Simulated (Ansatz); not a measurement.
Ti3Se:

```
Se Ti
1.0
     3.19745    0.00000    0.00000
    -1.59872    2.76907    0.00000
     0.00000    0.00000    7.94275
Se Ti
1 3
Direct
  0.00000 0.00000 0.00000
  0.66667 0.33333 0.50000
  0.33333 0.66667 0.77290
  0.33333 0.66667 0.22710
```

The cell comes from a database or a generator and needn't be the stable form of this composition.

Base run:

```yaml
Program: Ansatz 0.2.0
Functional: PBE
Potentials_or_basis: Ansatz PAW
Cutoff: 420 eV
Density_cutoff: 1680 eV
k_mesh: 10 × 10 × 4
Occupations: fermi-dirac, width 0.05 eV
Spin: no spin polarisation
```

Its results: band gap on the k mesh none (metal or under the smearing width); pressure 0.1 GPa; largest force 0.021 eV/Å.

Question: After a change of settings the same cell gave: band gap on the k mesh none (metal or under the smearing width); pressure -4.4 GPa; largest force 0.096 eV/Å. Which change was it?
A. functional from PBE to r2SCAN; cutoff from 420 eV to 500 eV; density cutoff from 1680 eV to 2000 eV
B. functional from PBE to PBEsol; spin from no spin polarisation to spin-orbit coupling, no magnetisation; potential files from those of the base run to others of the same set
C. functional from PBE to LDA

Answer: B.

Caveats: the PAW data sets come from PBE, with cores solved anew for the run's functional, which leaves a small shift of forces and pressure (some runs).

Not every run made on this cell is shown here.
